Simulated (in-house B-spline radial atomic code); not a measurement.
# Re¹²⁺: density, ELF and screening along the radius

Aim: the shell structure of Re¹²⁺ in the radial density, the electron localisation function and the screened nuclear charge, under several settings.

Method: several methods, spin-polarised, as named in each step; spherical all-electron atom at the radial basis limit. Code: in-house B-spline radial atomic code version 1.

## Step 1: The system

| Item | Value |
| --- | --- |
| element | rhenium (Z = 75) |
| charge | +12 |
| electrons | 63 |
| configuration | [Kr] 4d10 4f13 5s2 5p2 |
| nucleus | point (non-relativistic runs) or finite (X2C runs) |

The outer shells:

[Kr] 4d10 4f13 5s2 5p2
```
[Kr] core
4d [↑↓][↑↓][↑↓][↑↓][↑↓]
4f [↑↓][↑↓][↑↓][↑↓][↑↓][↑↓][↑ ]
5s [↑↓]
5p [↑ ][↑ ][  ]
```

Where spins are not typed, each open shell is filled with up spins first.

## Step 2: LDA (VWN5), X2C, [Kr] 4d10 4f13 5s2 5p2

Input settings:

```ini
Z = 75
electrons = 63.0
configuration = [Kr] 4d10 4f13 5s2 5p2
hamiltonian = x2c
method = lda,vwn
spin_polarised = True
nucleus = fermi
rms_radius = 5.3698
mass_number = 187
atomic_mass = 186.955752217
speed_of_light = 137.035999084
```

Launch:

```sh
python run_scf.py task.json out
```

task.json lists these runs, among others, and the program works through them in turn.

## Step 3: PBE, X2C, [Kr] 4d10 4f13 5s2 5p2

Changes to the settings of step 2:

```diff
@@ -4,3 +4,3 @@
 hamiltonian = x2c
-method = lda,vwn
+method = pbe,pbe
 spin_polarised = True
```

## Step 4: Hartree-Fock, X2C, [Kr] 4d10 4f13 5s2 5p2

Changes to the settings of step 3:

```diff
@@ -4,3 +4,3 @@
 hamiltonian = x2c
-method = pbe,pbe
+method = hf
 spin_polarised = True
```

## Step 5: r2SCAN, non-rel., [Kr] 4d9 4f13 5s2 5p2 5d1

Input settings:

```ini
Z = 75
electrons = 63.0
configuration = [Kr] 4d9 4f13 5s2 5p2 5d1
hamiltonian = nr
method = r2scan
spin_polarised = True
```

**Question.** How large is the system in each run, where do the shell borders lie, and what is the highest level?

**Answer**, as computed:

| run | total energy (hartree) | highest level (eV) | radius holding 50 / 90 / 99 % (bohr) | radius at n = 0.001 (bohr) | ELF minima on the full grid (bohr) |
| --- | --- | --- | --- | --- | --- |
| LDA (VWN5), X2C, [Kr] 4d10 4f13 5s2 5p2 | -16637.0237 | -244.53 | 0.313 / 0.775 / 1.35 | 2.12 | 0.028, 0.095, 0.26, 0.89 |
| PBE, X2C, [Kr] 4d10 4f13 5s2 5p2 | -16647.7768 | -244.03 | 0.313 / 0.774 / 1.35 | 2.13 | 0.028, 0.095, 0.26, 0.89 |
| Hartree-Fock, X2C, [Kr] 4d10 4f13 5s2 5p2 | -16643.0439 | -253.37 | 0.314 / 0.771 / 1.36 | 2.13 | 0.028, 0.096, 0.26, 0.89 |
| r2SCAN, non-rel., [Kr] 4d9 4f13 5s2 5p2 5d1 | -15731.8872 | -190.56 | 0.318 / 0.809 / 1.47 | 2.28 | 0.030, 0.10, 0.29, 0.80 |

**Reading.** In the first run ELF has 4 minima on the grid, which mark the borders between shells. On the record's full grid the screened charge (r times the electrostatic potential) falls from 74.8 near the nucleus to 12.00 at 3.7 bohr; far out it tends to the net charge, 12. The radius that holds 99 % of the electrons runs from 1.35 bohr (LDA (VWN5), X2C, [Kr] 4d10 4f13 5s2 5p2) to 1.47 bohr (r2SCAN, non-rel., [Kr] 4d9 4f13 5s2 5p2 5d1). The grid is coarse (about 22 % a step), so the places of minima are rough. For X2C runs ELF uses the non-relativistic kinetic energy density, and the fields carry no picture-change correction.
